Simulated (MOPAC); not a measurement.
# C2H6GeOS (SMILES C[C](=O)[GeH2][SH]) at 6 levels

We compute a comparison of 6 runs (AM1, PM3, PM6-D3, PM6-D3H4, PM7) of C2H6GeOS. 

The results are computed with MOPAC 23.2.5.

4 further runs of the same task are left out: 1 that didn't finish, 3 set aside as unsound or not needed.

## 1. The system as given

C2H6GeOS has 11 atoms, charge 0, and is taken as a singlet. As SMILES, `C[C](=O)[GeH2][SH]`. The shape comes from GFN2-xTB, which is rough for such elements, and wasn't checked as a minimum. This is one conformer, not always the lowest.

Bond lengths: C1–C2 1.492 Å, C2–O3 1.200 Å, C2–Ge4 2.035 Å, Ge4–S5 2.213 Å, C1–H6 1.087 Å, C1–H7 1.090 Å, C1–H8 1.090 Å, Ge4–H9 1.516 Å, Ge4–H10 1.514 Å, S5–H11 1.327 Å. Some angles: C1–C2–O3 125.2°, C1–C2–Ge4 116.5°, O3–C2–Ge4 118.2°, C2–Ge4–S5 110.1°, C2–C1–H6 111.7°, C2–C1–H7 108.8°, C2–C1–H8 108.3°, C2–Ge4–H9 114.5°, C2–Ge4–H10 109.4°, S5–Ge4–H9 104.3°.

## 2. Energy and forces at AM1 (run 1)

calc.mop reads:

```
AM1 DISP GRADIENTS BONDS 1SCF AUX(PRECISION=6) THREADS=1
gradient of C2H6GeOS

C -0.306910 1 -1.248990 1 1.140980 1
C 0.668840 1 -0.619760 1 0.204320 1
O 1.635620 1 -1.162330 1 -0.254530 1
Ge 0.278130 1 1.295050 1 -0.364970 1
S -1.253370 1 1.316690 1 -1.962840 1
H -0.075150 1 -2.296320 1 1.318200 1
H -1.309120 1 -1.147180 1 0.723760 1
H -0.284590 1 -0.697670 1 2.080770 1
H -0.307510 1 2.168260 1 0.726730 1
H 1.549650 1 1.935030 1 -0.881390 1
H -0.595590 1 0.457220 1 -2.731050 1
```

Run with:

```
$ mopac calc.mop
```

calc.out:

```text
MOPAC v23.2.5
AM1 CALCULATION RESULTS
[...]
           Empirical Formula: C2 H6 O Ge S  =    11 atoms
      MOLECULAR POINT GROUP   :   C1
[...]
     SCF FIELD WAS ACHIEVED
[...]
                              SUM =        -17.48594 KCAL/MOL = FINAL HEAT OF FORMATION
          TOTAL ENERGY            =       -935.02892 EV
          ELECTRONIC ENERGY       =      -2933.13801 EV
          CORE-CORE REPULSION     =       1998.10909 EV
          COSMO AREA              =        143.71 SQUARE ANGSTROMS
          COSMO VOLUME            =        138.83 CUBIC ANGSTROMS
          GRADIENT NORM           =        104.74802          =       31.58272 PER ATOM
          IONIZATION POTENTIAL    =          9.401355 EV
          HOMO LUMO ENERGIES (EV) =         -9.401 -1.602
          NO. OF FILLED LEVELS    =         15
          MOLECULAR WEIGHT        =        150.7188         POINT GROUP:  C1
[...]
 DIPOLE           X         Y         Z       TOTAL
 POINT-CHG.    -0.417     0.556     2.077     2.190
 HYBRID         0.442    -0.929    -0.287     1.068
 SUM            0.025    -0.373     1.790     1.829
[...]
 * JOB ENDED NORMALLY *
[...]
```

Run time: 0.04 s. Hardware: 1 thread of Arm Neoverse N1, shared host.

## 3. Energy and forces at PM3 (run 2)

job.mop reads:

```
DISP BONDS GRADIENTS 1SCF PM3 AUX(PRECISION=6) T=10M THREADS=1
C2H6GeOS gradient

C     -0.306910 +1    -1.248990 +1     1.140980 +1
C      0.668840 +1    -0.619760 +1     0.204320 +1
O      1.635620 +1    -1.162330 +1    -0.254530 +1
Ge     0.278130 +1     1.295050 +1    -0.364970 +1
S     -1.253370 +1     1.316690 +1    -1.962840 +1
H     -0.075150 +1    -2.296320 +1     1.318200 +1
H     -1.309120 +1    -1.147180 +1     0.723760 +1
H     -0.284590 +1    -0.697670 +1     2.080770 +1
H     -0.307510 +1     2.168260 +1     0.726730 +1
H      1.549650 +1     1.935030 +1    -0.881390 +1
H     -0.595590 +1     0.457220 +1    -2.731050 +1
```

Run with:

```
$ mopac job.mop
```

job.out:

```text
MOPAC v23.2.5
PM3 CALCULATION RESULTS
[...]
           Empirical Formula: C2 H6 O Ge S  =    11 atoms
      MOLECULAR POINT GROUP   :   C1
[...]
     SCF FIELD WAS ACHIEVED
[...]
                              SUM =        -24.81271 KCAL/MOL = FINAL HEAT OF FORMATION
          TOTAL ENERGY            =       -896.50760 EV
          ELECTRONIC ENERGY       =      -2812.74705 EV
          CORE-CORE REPULSION     =       1916.23945 EV
          COSMO AREA              =        143.71 SQUARE ANGSTROMS
          COSMO VOLUME            =        138.83 CUBIC ANGSTROMS
          GRADIENT NORM           =         35.67906          =       10.75764 PER ATOM
          IONIZATION POTENTIAL    =          9.454207 EV
          HOMO LUMO ENERGIES (EV) =         -9.454 -2.261
          NO. OF FILLED LEVELS    =         15
          MOLECULAR WEIGHT        =        150.7188         POINT GROUP:  C1
[...]
 DIPOLE           X         Y         Z       TOTAL
 POINT-CHG.    -1.143     0.344     1.503     1.920
 HYBRID         0.875    -0.748    -0.167     1.163
 SUM           -0.268    -0.404     1.336     1.422
[...]
 * JOB ENDED NORMALLY *
[...]
```

Run time: 0.04 s. Hardware: 1 thread of Arm Neoverse N1, shared host.

Runs 3 to 4 aren't shown in full; the table further down has their settings and results.

## 4. Energy and forces at PM6-D3H4 (COSMO chloroform) (run 5)

calc.py reads:

```python
from ase.calculators.mopac import MOPAC
from ase import Atoms

molecule = Atoms(
    ['C', 'C', 'O', 'Ge', 'S', 'H', 'H', 'H', 'H', 'H', 'H'],
    positions=[
        [-0.306910, -1.248990, 1.140980],
        [0.668840, -0.619760, 0.204320],
        [1.635620, -1.162330, -0.254530],
        [0.278130, 1.295050, -0.364970],
        [-1.253370, 1.316690, -1.962840],
        [-0.075150, -2.296320, 1.318200],
        [-1.309120, -1.147180, 0.723760],
        [-0.284590, -0.697670, 2.080770],
        [-0.307510, 2.168260, 0.726730],
        [1.549650, 1.935030, -0.881390],
        [-0.595590, 0.457220, -2.731050],
    ],
)
pm = MOPAC(label="job", method="PM6-D3H4", task="1SCF GRADIENTS PL EPS=4.71 THREADS=1 AUX(PRECISION=6)", charge=0)
molecule.calc = pm
energy = molecule.get_potential_energy()
print(f"heat of formation: {energy:.6f} eV")
print("dipole (e A):", molecule.get_dipole_moment().round(4))
homo, lumo = pm.get_homo_lumo_levels()
print(f"HOMO {homo:.3f} eV, LUMO {lumo:.3f} eV, gap {lumo - homo:.3f} eV")
print("heat of formation (kcal/mol): %.4f" % (pm.get_final_heat_of_formation() / 0.0433641153))
```

Run with:

```
$ export ASE_MOPAC_COMMAND="mopac PREFIX.mop > /dev/null 2>&1"
$ python calc.py
```

The program printed:

```text
heat of formation: -1.641936 eV
dipole (e A): [-0.1384  0.1176  0.5142]
HOMO -9.408 eV, LUMO -1.189 eV, gap 8.218 eV
heat of formation (kcal/mol): -37.8639
```

The calculator wrote job.mop:

```
PM6-D3H4 1SCF GRADIENTS PL EPS=4.71 THREADS=1 AUX(PRECISION=6) DISP RELSCF=0.0001 
Title: ASE calculation

 C  -0.30691 1 -1.24899 1 1.14098 1
 C  0.66884 1 -0.61976 1 0.20432 1
 O  1.63562 1 -1.16233 1 -0.25453 1
 Ge 0.27813 1 1.29505 1 -0.36497 1
 S  -1.25337 1 1.31669 1 -1.96284 1
 H  -0.07515 1 -2.29632 1 1.3182 1
 H  -1.30912 1 -1.14718 1 0.72376 1
 H  -0.28459 1 -0.69767 1 2.08077 1
 H  -0.30751 1 2.16826 1 0.72673 1
 H  1.54965 1 1.93503 1 -0.88139 1
 H  -0.59559 1 0.45722 1 -2.73105 1
```

Run time: 0.32 s. Hardware: 1 thread of Arm Neoverse N1, shared host.

## 5. Energy and gradient at PM7 (run 6)

job.mop reads:

```
PM7 1SCF DISP GRADIENTS BONDS AUX(PRECISION=9) THREADS=1
C2H6GeOS, PM7

C -0.306910 1 -1.248990 1 1.140980 1
C 0.668840 1 -0.619760 1 0.204320 1
O 1.635620 1 -1.162330 1 -0.254530 1
Ge 0.278130 1 1.295050 1 -0.364970 1
S -1.253370 1 1.316690 1 -1.962840 1
H -0.075150 1 -2.296320 1 1.318200 1
H -1.309120 1 -1.147180 1 0.723760 1
H -0.284590 1 -0.697670 1 2.080770 1
H -0.307510 1 2.168260 1 0.726730 1
H 1.549650 1 1.935030 1 -0.881390 1
H -0.595590 1 0.457220 1 -2.731050 1
```

Run with:

```
$ mopac job.mop
```

job.out:

```text
MOPAC v23.2.5
PM7 CALCULATION RESULTS
[...]
           Empirical Formula: C2 H6 O Ge S  =    11 atoms
      MOLECULAR POINT GROUP   :   C1
[...]
     SCF FIELD WAS ACHIEVED
[...]
                              SUM =        -31.77487 KCAL/MOL = FINAL HEAT OF FORMATION
          TOTAL ENERGY            =       -886.55461 EV
          ELECTRONIC ENERGY       =      -2815.39058 EV
          CORE-CORE REPULSION     =       1928.83596 EV
          COSMO AREA              =        143.71 SQUARE ANGSTROMS
          COSMO VOLUME            =        138.83 CUBIC ANGSTROMS
          GRADIENT NORM           =         49.45349          =       14.91079 PER ATOM
          IONIZATION POTENTIAL    =          9.220871 EV
          HOMO LUMO ENERGIES (EV) =         -9.221 -1.862
          NO. OF FILLED LEVELS    =         15
          MOLECULAR WEIGHT        =        150.7188         POINT GROUP:  C1
[...]
 DIPOLE           X         Y         Z       TOTAL
 POINT-CHG.    -0.507     0.354     2.104     2.193
 HYBRID         0.283    -0.411    -0.146     0.520
 SUM           -0.224    -0.057     1.958     1.972
[...]
 * JOB ENDED NORMALLY *
[...]
```

It took 0.04 s on 1 thread of Arm Neoverse N1, shared host.

## 6. Overview of the runs

```csv
run,level,keywords,dielectric constant,partner,heat of formation (kcal/mol),dipole moment (D),HOMO energy (eV),LUMO energy (eV),wall time
1,AM1,BONDS DISP,–,base,-17.49,1.83,-9.40,-1.60,0.04 s
2,PM3,BONDS DISP,–,base,-24.81,1.42,-9.45,-2.26,0.04 s
3,PM6-D3 (COSMO chloroform),PL,4.71,base,-44.63,2.62,-9.41,-1.19,0.3 s
4,PM6-D3H4,BONDS DISP,–,base,-31.04,2.22,-9.25,-1.16,0.04 s
5,PM6-D3H4 (COSMO chloroform),PL,4.71,other method,-37.86,2.62,-9.41,-1.19,0.32 s
6,PM7,BONDS DISP,–,base,-31.77,1.97,-9.22,-1.86,0.04 s
```

## 7. Results

| quantity | value |
| --- | --- |
| run 6: total energy | -32.58028 Eh |
| run 6: dipole moment | 1.97 D |
| run 6: HOMO energy | -9.22 eV |
| run 6: LUMO energy | -1.86 eV |
| run 6: HOMO–LUMO gap | 7.36 eV |
| run 6: dispersion energy | -2.91 kJ/mol |
| run 6: heat of formation at this unrelaxed shape | -31.8 kcal/mol |
| run 6: largest force on an atom | 1.119 eV/Å |

In words: The dipole moment (its size) runs from 1.42 D (PM3) to 2.62 D (PM6-D3). The two ends differ in method and solvent. The HOMO–LUMO gap runs from 7.19 eV (PM3) to 8.22 eV (PM6-D3). Force-field and semi-empirical energies have zeros of their own, so their totals don't compare. All runs together took 0.78 s, the longest 0.32 s.
